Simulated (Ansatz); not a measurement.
# Mn: how the settings move a single-point run

Aim: see which settings change the result for Mn, by how much, and at what cost.

Method: reference: DFT, LDA, PAW with Ansatz's default frozen-core files, scalar-relativistic, in Ansatz 0.2.0.

### Step 1. The system as given

The structure is hexagonal, space group P6_3/mmc (No. 194). The conventional cell has a = 2.484 Å, b = 2.484 Å, c = 4.026 Å, α = 90.00°, β = 90.00°, γ = 120.00°. Mn (site symmetry -6m2) is surrounded by 12 Mn at 2.47 to 2.48 Å.

Coordinates:

```
CELL_PARAMETERS angstrom
2.48365 0.00000 0.00000
-1.24182 2.15090 0.00000
0.00000 0.00000 4.02620
ATOMIC_POSITIONS crystal
Mn 0.66667 0.33333 0.75000
Mn 0.33333 0.66667 0.25000
```

### Step 2. Reference

Contents of input.yaml:

```yaml
crystal:
  lattice:
    - [2.4836457705, 0.0, 0.0]
    - [-1.2418228852, 2.1509003313, 0.0]
    - [0.0, 0.0, 4.026195]
  atoms:
    - { symbol: Mn, position: [0.6666666667, 0.3333333333, 0.75], spin: 4.0, spin_axis: [1.0, 0.0, 0.0] }
    - { symbol: Mn, position: [0.3333333333, 0.6666666667, 0.25], spin: 4.0, spin_axis: [1.0, 0.0, 0.0] }
magnetization:
  noncollinear: true
  spin_spiral: { q: [0.0, 0.0, 0.0] }
kpoints:
  mp_grid: { grid: [12, 12, 7] }
scf:
  occupations: { method: fermi_dirac, width: 0.05 }
  lower_state_search: "off"
hamiltonian:
  xc: lda
  pseudopotentials: { kind: paw }
output:
  eigenvalues: false
```

The run is started by

```
$ ansatz run input.yaml --threads 2 --pin off --max-ram 5120MiB --backend cpu --events-out ev --progress --plain --runs-dir out
```

### Step 3. Changing settings: starting moments, lock_directions true

Contents of input.yaml:

```yaml
crystal:
  lattice:
    - [2.4836457705, 0.0, 0.0]
    - [-1.2418228852, 2.1509003313, 0.0]
    - [0.0, 0.0, 4.026195]
  atoms:
    - { symbol: Mn, position: [0.6666666667, 0.3333333333, 0.75], spin: 4.0, spin_axis: [0.25881905, 0.0, 0.96592583] }
    - { symbol: Mn, position: [0.3333333333, 0.6666666667, 0.25], spin: 4.0, spin_axis: [0.25881905, 0.0, 0.96592583] }
magnetization:
  noncollinear: true
  spin_spiral: { q: [0.0, 0.0, 0.0] }
  spin_locking: { lock_directions: true }
kpoints:
  mp_grid: { grid: [12, 12, 7] }
scf:
  occupations: { method: fermi_dirac, width: 0.05 }
  lower_state_search: "off"
hamiltonian:
  xc: lda
  pseudopotentials: { kind: paw }
output:
  eigenvalues: false
```

What does the calculation give? Wanted: for each run, ending; energy change; gap.

**Answer**, as computed:

```csv
run,ending,energy change,gap (eV),cycles,time
reference,converged,0,0.00,22,19 s
"1: starting moments, lock_directions true",converged,0.0 meV/atom,0.00,34,7.2 min
```

Residual by cycle in the longest SCF loop of each run; runs are numbered as in the table. The quantity is the density residual dr2, in eV.

```csv
cycle,reference,run 1
1,1.07,1.07
4,0.0138,0.0356
7,3.8e-4,0.0243
10,4.2e-4,1.3e-4
13,4.7e-4,3.7e-6
16,4.8e-4,2.7e-7
19,1.3e-8,2.3e-10
22,1.2e-12,1.6e-11
25,-,3.7e-11
28,-,6.6e-12
31,-,9.7e-10
34,-,1.0e-10
```

**Reading.** With the changed spin start the energy stays within 0.5 meV/atom: no moment survives, so both runs end on the same non-magnetic state.
